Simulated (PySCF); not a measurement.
# InH2Cl: geometry, NMR shifts and electronic excitations

Wanted: the NMR shifts and electronic excitations of InH2Cl (`[H][In]([H])[Cl]`), by calculation.

Computed with PySCF 2.14.0, with density-fitted response routines of our own, on a single molecule in the gas phase. Atoms count from 0, in the outputs and in this text.

## Step 1: The starting structure

4 atoms, charge 0, multiplicity 1; geometry from: GFN2-xTB.

Bonds of the start (Å): In0–H1 1.71, In0–H2 1.71, In0–Cl3 2.28.

## Step 2: Geometry optimisation at PBE0-D3(BJ)/def2-SVP

Job settings and geometry (Å):

```
{"job": {"xc": "PBE0", "basis": "def2-SVP", "d3": "d3bj", "grid": 1, "maxiter": 40, "kind": "geom"}, "charge": 0, "multiplicity": 1}
In     0.070210     0.117850    -0.000370
H      1.783010     0.101380     0.011370
H     -0.755080     1.618480    -0.019870
Cl    -1.098140    -1.837720     0.008870
```

**Question.** This job is followed by: GIAO PBE0/pcSseg-1 In:def2-TZVP NMR shielding, non-relativistic, gas phase; TDDFT B3LYP/def2-SVPD, vertical, gas phase, core orbitals frozen in the response; GIAO KT2/pcSseg-1 In:def2-TZVP NMR shielding, non-relativistic, gas phase. What will the session give for the following? point group; rotational constants (main isotopes); 1H shifts against TMS (PBE0/def2-TZVP+pcSseg-1, means over atoms taken as alike); 35Cl shifts against HCl (PBE0/def2-TZVP+pcSseg-1); lowest singlet (B3LYP/def2-SVPD); brightest single state of those computed; lowest triplet; vertical ionisation energy (ΔSCF); vertical electron affinity (ΔSCF); range of the shift of Cl3.

As calculated:

| quantity | value |
| --- | --- |
| point group | C2v |
| rotational constants (main isotopes) | 100.53, 3.30, 3.19 GHz |
| 1H shifts against TMS (PBE0/def2-TZVP+pcSseg-1, means over atoms taken as alike) | 6.42 ppm |
| 35Cl shifts against HCl (PBE0/def2-TZVP+pcSseg-1) | 85 ppm |
| lowest singlet (B3LYP/def2-SVPD) | 4.63 eV (267 nm), f = 0.000 |
| brightest single state of those computed | state 9, 7.45 eV, f = 0.361 |
| lowest triplet | 4.46 eV |
| vertical ionisation energy (ΔSCF) | 10.47 eV |
| vertical electron affinity (ΔSCF) | 0.44 eV |
| range of the shift of Cl3 | 85 to 155 ppm |

In words: Relaxing lowered the energy by 0.108 eV in 3 steps; the close pair that moved most is In0–Cl3, from 2.278 to 2.368 Å. No frequency check was run at this level, so the end point may be a saddle. At PBE0/def2-TZVP+pcSseg-1: Shielding is most anisotropic at Cl3 (span 574 ppm, paramagnetic term -289 ppm). The first singlet state (HOMO→LUMO 1.00) lies at 4.63 eV and is dark; of the 10 states computed, the strongest absorption comes from state 9 at 7.45 eV. The lowest triplet lies 0.17 eV below the lowest singlet (triplets in Tamm-Dancoff, singlets in full TDDFT). Spin-orbit coupling, left out, mixes singlets and triplets in elements this heavy. The orbital energy would give 8.03 eV for ionisation, ΔSCF gives 10.47 eV. In ppm, Cl3 moves most: its shift spreads over 70 ppm, from 85 (PBE0/def2-TZVP+pcSseg-1) to 155 (KT2/def2-TZVP+pcSseg-1). Spin-orbit coupling is left out, which matters for shieldings and couplings at and beside the heavy atoms.
